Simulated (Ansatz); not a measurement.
# MgCd3Te4: the cost of one run

Computed with Ansatz 0.2.0 (DFT PBE, scalar-relativistic, plane waves, PAW, unless a step's input says otherwise).

**1. Starting point**

It takes space group P-4m2 (No. 115, tetragonal). The conventional cell has a = 4.670 Å, b = 4.670 Å, c = 13.134 Å, α = 90.00°, β = 90.00°, γ = 90.00°. Mg (site symmetry -4m2) is surrounded by 4 Te at 2.82 Å. Cd (site symmetry -4m2) has 4 Te at 2.86 Å as nearest neighbours. Cd (site symmetry 2mm) is surrounded by 4 Te at 2.86 to 2.87 Å. Te (site symmetry 2mm) has 2 Mg at 2.82 Å and 2 Cd at 2.87 Å as nearest neighbours. Around Te (site symmetry 2mm) lie 4 Cd at 2.86 Å.

As a file:

```cif
data_structure
_symmetry_space_group_name_H-M 'P 1'
_symmetry_Int_Tables_number 1
_cell_length_a 4.6696
_cell_length_b 4.6696
_cell_length_c 13.1342
_cell_angle_alpha 90.000
_cell_angle_beta 90.000
_cell_angle_gamma 90.000
_cell_volume 286.39
loop_
_atom_site_label
_atom_site_type_symbol
_atom_site_fract_x
_atom_site_fract_y
_atom_site_fract_z
_atom_site_occupancy
Mg1 Mg 0.00000 0.00000 0.50000 1
Cd1 Cd 0.00000 0.00000 0.00000 1
Cd2 Cd 0.50000 0.50000 0.25248 1
Cd3 Cd 0.50000 0.50000 0.74752 1
Te1 Te 0.50000 0.00000 0.37928 1
Te2 Te 0.00000 0.50000 0.62072 1
Te3 Te 0.50000 0.00000 0.87378 1
Te4 Te 0.00000 0.50000 0.12622 1
```

It is the end of an earlier relaxation with the same method, from a generated guess; it needn't be the stable form of this composition. At a tolerance of 0.02 Å it has space group P-4m2 (No. 115); it has 35.80 Å³/atom, an uncorrected energy of -0.57 eV/atom over the elements.

**2. Static run: bands, density of states and charges**

File input.yaml:

```yaml
crystal:
  lattice:
    - [4.6695665622, 0.0, 0.0]
    - [0.0, 4.6695665622, 0.0]
    - [0.0, 0.0, 13.1342220825]
  atoms:
    - { symbol: Mg, position: [0.0, 0.0, 0.5] }
    - { symbol: Cd, position: [0.0, 0.0, 0.0] }
    - { symbol: Cd, position: [0.5, 0.5, 0.2524848027] }
    - { symbol: Cd, position: [0.5, 0.5, 0.7475151973] }
    - { symbol: Te, position: [0.5, 0.0, 0.3792830323] }
    - { symbol: Te, position: [0.0, 0.5, 0.6207169677] }
    - { symbol: Te, position: [0.5, 0.0, 0.8737790606] }
    - { symbol: Te, position: [0.0, 0.5, 0.1262209394] }
basis:
  ecutwfc: 420
kpoints:
  mp_grid: { grid: [6, 6, 2] }
  band_path:
    path:
      - [[0.0, 0.0, 0.0], [0.0, 0.5, 0.0], [0.5, 0.5, 0.0], [0.0, 0.0, 0.0], [0.0, 0.0, 0.5], [0.0, 0.5, 0.5], [0.5, 0.5, 0.5], [0.0, 0.0, 0.5]]
      - [[0.0, 0.5, 0.0], [0.0, 0.5, 0.5]]
      - [[0.5, 0.5, 0.0], [0.5, 0.5, 0.5]]
    npoints: 14
hamiltonian:
  xc: pbe
scf:
  occupations: { method: gaussian, width: 0.02 }
  n_extra_bands: 20
output:
  forces: true
  stress: true
  eigenvalues: true
  populations: true
  dos: { projected: true, de: 0.02, nscf_kmesh: { grid: [9, 9, 3] } }
  bader: true
  write_density: true
  write_potential: true
  elf: true
  volumetric_format: npy
```

Command:

```sh
> ansatz run input.yaml --threads 1 --pin off --max-ram 2560MiB --backend cpu --events-out ev --progress --plain --runs-dir out
```

What time and memory should one allow on 1 thread of AMD EPYC 9R45 (Zen 5), shared host?

About 2.6 min, with a peak of 1.7 GiB.
